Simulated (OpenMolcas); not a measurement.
# Ru⁴⁺ among point charges: CASSCF and CASPT2 levels and susceptibility

Aim: the splitting of the states of Ru⁴⁺ in the field of 6 point charges, its lowest levels with spin-orbit coupling and its magnetic susceptibility.

Program: OpenMolcas 26.06. Level of theory: state-averaged CASSCF and CASPT2, spin-orbit coupling by RASSI with atomic mean-field integrals. These are calculated values, not measurements, unless marked.

**1. The atom as given**

* Species: Ru⁴⁺ (ruthenium, Z = 44, 40 electrons)
* Basis: ANO-RCC-VDZP [6s5p3d1f], 43 functions
* Scalar Hamiltonian: DKH2, point nucleus
* Inactive shells: 1s 2s 2p 3s 3p 3d 4s 4p
* Active space: 4 electrons in 5 orbitals (4d)
* Some configurations of this space: 4d4
* Orbitals: optimised for each spin and parity, averaged over all roots

Outer shells as boxes (Hund's rule):

4d4
```
4d [↑ ][↑ ][↑ ][↑ ][  ]
```

The ion sits among 6 point charges of -1.5 e arranged as an octahedron (Oh), 1.68 Å from the ion.

The work runs as a chain of OpenMolcas steps in one folder; each step below is one input file. Labels, J, g values, rates, χT and fits are worked out afterwards by a script from the matrices that RASSI stores. The input lists half of the charges; inversion (Group=XYZ) makes the rest.

**2. GATEWAY and SEWARD: basis and integrals**

Contents of a.inp:

```
&GATEWAY
Coord
1

Ru 0.0 0.0 0.0
Basis=ANO-RCC-VDZP
Group=XYZ
NoMove
AngMom=0.0 0.0 0.0
AMFI
XField
3 Angstrom 0
1.680000 0.000000 0.000000 -1.500000
0.000000 1.680000 0.000000 -1.500000
0.000000 0.000000 1.680000 -1.500000
&SEWARD
```

Run with:

```console
OMP_NUM_THREADS=1 MOLCAS_MEM=1689 MOLCAS_PROJECT=a pymolcas a.inp > a.log
```

**3. Reference wave functions, quintets of even parity, 5 roots**

Contents of a.inp:

```
&RASSCF
FileOrb=start.orb
Symmetry=1
Spin=5
nActEl=4 0 0
Inactive=9 9
Ras2=5 0
CIRoot=5 5 1
SDav=5
CIMx=300
Iter=120 100
PrWF=0.3
OrbListing=Nothing
MaxOrb=0
>>> COPY $Project.JobIph JOB001
```

start.orb holds the contracted functions of the basis, ordered by shell, or the orbitals of the step before.

**4. CASSCF: triplets of even parity, 45 roots**

Contents of a.inp:

```
&RASSCF
FileOrb=start.orb
Symmetry=1
Spin=3
nActEl=4 0 0
Inactive=9 9
Ras2=5 0
CIRoot=45 45 1
SDav=45
CIMx=300
Iter=120 100
PrWF=0.3
OrbListing=Nothing
MaxOrb=0
>>> COPY $Project.JobIph JOB002
```

**5. CASSCF: singlets of even parity, 50 roots**

Contents of a.inp:

```
&RASSCF
FileOrb=start.orb
Symmetry=1
Spin=1
nActEl=4 0 0
Inactive=9 9
Ras2=5 0
CIRoot=50 50 1
SDav=50
CIMx=300
Iter=120 100
PrWF=0.3
OrbListing=Nothing
MaxOrb=0
>>> COPY $Project.JobIph JOB003
```

**6. RASSI: spin-orbit coupling between the states**

Contents of a.inp:

```
&RASSI
NrOfJobIphs=3 5 45 50
1 2 3 4 5
1 2 3 4 5 6 7 8 9 10 11 12 13 14 15 16 17 18 19 20 21 22 23 24 25 26 27
28 29 30 31 32 33 34 35 36 37 38 39 40 41 42 43 44 45
1 2 3 4 5 6 7 8 9 10 11 12 13 14 15 16 17 18 19 20 21 22 23 24 25 26 27
28 29 30 31 32 33 34 35 36 37 38 39 40 41 42 43 44 45 46 47 48 49 50
IphNames
JOB001
JOB002
JOB003
EJob
SpinOrbit
DIPRint=1.0
SOCoupling=1000.0
Subsets=2
Property=9
'ANGMOM' 1 'ANGMOM' 2 'ANGMOM' 3 'MLTPL  1' 1 'MLTPL  1' 2 'MLTPL  1' 3
'AMFI' 1 'AMFI' 2 'AMFI' 3
SOProperty=3
'ANGMOM' 1 'ANGMOM' 2 'ANGMOM' 3
```

**7. CASPT2: IPEA 0.25, imaginary shift 0.1 (closed shells correlated: 4s 4p)**

Contents of a.inp:

```
>>> COPY JOB001 $Project.JobIph
&CASPT2
Multistate=5 1 2 3 4 5
NoMult
Frozen=8 6
IPEA=0.25
Imaginary=0.1
MaxIter=60
WThr=0.0 0.3 0.05
PrWF=0.5
NoMix
>>> COPY JOB002 $Project.JobIph
&CASPT2
Multistate=45 1 2 3 4 5 6 7 8 9 10 11 12 13 14 15 16 17 18 19 20 21 22
23 24 25 26 27 28 29 30 31 32 33 34 35 36 37 38 39 40 41 42 43 44 45
NoMult
Frozen=8 6
IPEA=0.25
Imaginary=0.1
MaxIter=60
WThr=0.0 0.3 0.05
PrWF=0.5
NoMix
>>> COPY JOB003 $Project.JobIph
&CASPT2
Multistate=50 1 2 3 4 5 6 7 8 9 10 11 12 13 14 15 16 17 18 19 20 21 22
23 24 25 26 27 28 29 30 31 32 33 34 35 36 37 38 39 40 41 42 43 44 45 46
47 48 49 50
NoMult
Frozen=8 6
IPEA=0.25
Imaginary=0.1
MaxIter=60
WThr=0.0 0.3 0.05
PrWF=0.5
NoMix
```

(Steps that only read results are left out.)

Q: Predict the outcome of this session. Wanted: spin-free ground state; first state of the same spin within the active space; lowest level; next level.

As calculated:

| quantity | value |
| --- | --- |
| method | SS-CASPT2, IPEA 0.25, imaginary shift 0.1 (closed shells correlated: 4s 4p) |
| spin-free ground state | 5E, 2-fold in its orbital part |
| first state of the same spin within the active space | 5T2 at 13500 cm⁻¹ |
| lowest level | 1-fold A1 |
| next level | 278.9 cm⁻¹ |
| χT at 300 K | 2.20 cm³ K/mol |
| effective moment at 300 K | 4.19 μB |

Cost by method:

| method | time of its own steps | time with the reference |
| --- | --- | --- |
| A. CASSCF | 22 s | 22 s |
| B. SS-CASPT2, IPEA 0.25, imaginary shift 0.1, +4s 4p | 6.7 s | 29 s |

Times are of one thread on a shared host.

**Reading.** The spin-free ground state (5E) comes to 100 % from free-ion D terms and keeps the highest spin of the shell. χT at 300 K is 2.20, against 3.01 cm³ K/mol for the spin alone, so spin-orbit coupling lowers it. An active space of the d shell alone favours high spin; real ions in strong fields can be low spin. A ligand-field fit to the states below 45000 cm-1 gives 10Dq = 13961 cm-1, B = 762 cm-1 and C = 3595 cm-1 (C/B = 4.72), with a deviation of 551 cm-1. CASPT2 does not keep the components of a term degenerate, and the means are used. An orbital doublet at a regular site is open to a Jahn-Teller distortion, which this geometry leaves out. The field of point charges can differ much from that of real complexes. With metal d orbitals alone active, the gaps between spin states are rough; where two lie within a few thousand cm-1, their order is open. Point charges carry no covalency, so the field is a model and not that of real ligands.
